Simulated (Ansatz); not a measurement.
# Sr3Bi: one candidate of a structure search

The task: take a trial cell of Sr3Bi to zero force and stress.

Program: Ansatz 0.2.0. Level of theory: DFT PBE, scalar-relativistic, plane waves, PAW. These are calculated values, not measurements.

## Step 1: Starting point

Symmetry: Fm-3m, No. 225, cubic system. Conventional cell: a = 9.403 Å, b = 9.403 Å, c = 9.403 Å, α = 90.00°, β = 90.00°, γ = 90.00°. Sr (site symmetry m-3m) is surrounded by 8 Sr at 4.07 Å. Sr (site symmetry -43m) has 4 Sr at 4.07 Å and 4 Bi at 4.07 Å as nearest neighbours. Bi (site symmetry m-3m) is surrounded by 8 Sr at 4.07 Å.

As a file:

```
Sr Bi
1.0
     0.00000    4.70160    4.70160
     4.70160    0.00000    4.70160
     4.70160    4.70160    0.00000
Sr Bi
3 1
Direct
  0.50000 0.50000 0.50000
  0.25000 0.25000 0.25000
  0.75000 0.75000 0.75000
  0.00000 0.00000 0.00000
```

A structure generator made this guess: random cell by space group and Wyckoff sites (Fm-3m, No. 225). Its size is a rough estimate.

## Step 2: A first look at the guess

Input file input.yaml:

```yaml
crystal:
  lattice:
    - [0.0, 4.70160224, 4.70160224]
    - [4.70160224, 0.0, 4.70160224]
    - [4.70160224, 4.70160224, 0.0]
  atoms:
    - { symbol: Sr, position: [0.5, 0.5, 0.5] }
    - { symbol: Sr, position: [0.25, 0.25, 0.25] }
    - { symbol: Sr, position: [0.75, 0.75, 0.75] }
    - { symbol: Bi, position: [0.0, 0.0, 0.0] }
basis:
  ecutwfc: 420
kpoints:
  mp_grid: { grid: [4, 4, 4] }
hamiltonian:
  xc: pbe
scf:
  occupations: { method: gaussian, width: 0.1 }
  lower_state_search: "off"
output:
  forces: true
  stress: true
  eigenvalues: true
```

On the command line:

```sh
> ansatz run input.yaml --threads 1 --pin off --max-ram 2048MiB --backend cpu --events-out ev --progress --plain --runs-dir out
```

Further runs follow: a loose first relaxation; relaxation on the finer mesh.

What does the calculation give? Wanted: conventional cell; volume; energy over the elements; gap on the mesh.

The runs gave:

| quantity | value |
| --- | --- |
| symmetry at the end (tolerance 0.05 Å) | space group Fm-3m (No. 225) |
| conventional cell | a = 8.789 Å, b = 8.789 Å, c = 8.789 Å, α = 90.00°, β = 90.00°, γ = 90.00° |
| volume | 42.43 Å³/atom |
| energy over the elements | -0.26 eV/atom |
| gap on the mesh | none (metal) |

**Reading.** The space group Fm-3m (No. 225) is kept, and the volume per atom shrinks by 18.3 % from the first guess. A negative formation energy is needed for stability but isn't enough; other structures and compounds were not set against it here. No finished test with a distortion of lower symmetry is shown, so the end may be a saddle point. The runs treat Bi without spin-orbit coupling.
